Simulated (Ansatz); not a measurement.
**CH₇AsN₂: one species, many methods**

One table from this session's results is given with a row withheld; the runs are named, their logs left out.

Method: functionals in def2-TZVPP, the program's frozen cores in correlated methods; program: Ansatz 0.2.0, Gaussian basis.

Levels to be run: LDA (SPW92), PBE-D4, revPBE-D4, BLYP-D4, r2SCAN-D4, B97M-V, PBE0-D4, B3LYP-D4, r2SCANh-D4, r2SCAN0-D4, HSE06-D4, BHLYP-D4, CAM-B3LYP-D4, LC-ωPBE, ωB97X-V, ωB97M-V, B2PLYP, PBE-QIDH; CCSD(T)/def2-SVP; CCSD(T)/def2-TZVPP; MP2/def2-QZVPP; extrapolation to the limit; RPA on PBE.

### Structure used throughout

All runs share one geometry, relaxed beforehand with PBE0-D4 in a triple-zeta def2 set.

SMILES `C[As](N)N`, 11 atoms, charge 0, spin multiplicity 1.

Atoms are counted from 1 here; the program's logs count them from 0.

Bond lengths: C1–As2 1.954 Å, C1–H5 1.091 Å, C1–H6 1.090 Å, C1–H7 1.093 Å, As2–N3 1.847 Å, As2–N4 1.861 Å, N3–H8 1.012 Å, N3–H9 1.014 Å, N4–H10 1.010 Å, N4–H11 1.011 Å. Angles: As2–C1–H5 109.6°, As2–C1–H6 109.0°, As2–C1–H7 110.3°, H5–C1–H6 109.4°, H5–C1–H7 109.5°, H6–C1–H7 109.0°, C1–As2–N3 94.7°, C1–As2–N4 96.4°, N3–As2–N4 102.3°, As2–N3–H8 110.9°, As2–N3–H9 112.8°, H8–N3–H9 108.0°, As2–N4–H10 112.6°, As2–N4–H11 114.8°, H10–N4–H11 109.2°.

Set-up of the first run:

Contents of in.yaml:

```yaml
crystal:
  periodic: [false, false, false]
  atoms:
    - {symbol: C, position_ang: [-0.852997, 1.161168, 0.202330]}
    - {symbol: As, position_ang: [0.922966, 0.366059, 0.028807]}
    - {symbol: N, position_ang: [0.718168, -0.775083, 1.466195]}
    - {symbol: N, position_ang: [0.517603, -0.736309, -1.414965]}
    - {symbol: H, position_ang: [-1.028575, 1.850296, -0.624791]}
    - {symbol: H, position_ang: [-0.908142, 1.706067, 1.144396]}
    - {symbol: H, position_ang: [-1.619787, 0.382203, 0.197337]}
    - {symbol: H, position_ang: [1.571816, -1.287834, 1.644908]}
    - {symbol: H, position_ang: [-0.029061, -1.446914, 1.330162]}
    - {symbol: H, position_ang: [1.188772, -0.655804, -2.165587]}
    - {symbol: H, position_ang: [-0.415264, -0.620948, -1.788290]}
basis:
  gaussian: {orbitals: def2-TZVPP}
hamiltonian: {xc: lda}
output: {orbitals: {seedname: orbitals}}
```

Among the steps run: LDA; PBE-D4 (GGA); revPBE-D4 (GGA); BLYP-D4 (GGA); r2SCAN-D4 (meta-GGA); B97M-V (meta-GGA); PBE0-D4 (hybrid); B3LYP-D4 (hybrid); r2SCANh-D4 (hybrid); r2SCAN0-D4 (hybrid); HSE06-D4 (hybrid); BHLYP-D4 (hybrid); CAM-B3LYP-D4 (range-separated); LC-ωPBE (range-separated); ωB97X-V (range-separated); ωB97M-V (range-separated); B2PLYP (double hybrid); PBE-QIDH (double hybrid).

One table of the session follows, with a row left open; its other results are not shown here.

It belongs to the step «Orbital energies across the functionals». 

| functional | HOMO (eV) | LUMO (eV) | gap (eV) |
| --- | --- | --- | --- |
| LDA (SPW92) | -5.52 | -0.25 | 5.27 |
| PBE-D4 | -5.36 | -0.08 | 5.28 |
| revPBE-D4 | -5.30 | 0.01 | 5.31 |
| BLYP-D4 | -5.24 | -0.05 | 5.19 |
| r2SCAN-D4 | -5.63 | 0.28 | 5.91 |
| B97M-V | -5.70 | 0.13 | 5.83 |
| PBE0-D4 | -6.62 | 0.76 | 7.38 |
| B3LYP-D4 | ? | ? | ? |
| r2SCANh-D4 | -6.10 | 0.57 | 6.68 |
| r2SCAN0-D4 | -6.80 | 1.00 | 7.80 |
| HSE06-D4 | -6.22 | 0.39 | 6.61 |
| BHLYP-D4 | -7.75 | 1.48 | 9.22 |
| CAM-B3LYP-D4 | -7.99 | 1.63 | 9.61 |
| LC-ωPBE | -9.31 | 2.90 | 12.22 |
| ωB97X-V | -8.96 | 2.71 | 11.67 |
| ωB97M-V | -8.86 | 2.34 | 11.20 |

**Question.** Estimate the row for B3LYP-D4.

Worked estimate for «HOMO (eV)». Against the share of exact exchange, BLYP-D4 (0, -5.24), BHLYP-D4 (0.5, -7.75) give a slope of -5.02 per unit share; at 0.2 the line stands at -6.24.

The run gave: HOMO (eV): -6.42; LUMO (eV): 0.46; gap (eV): 6.88. In «HOMO (eV)» the line misses by +0.18.
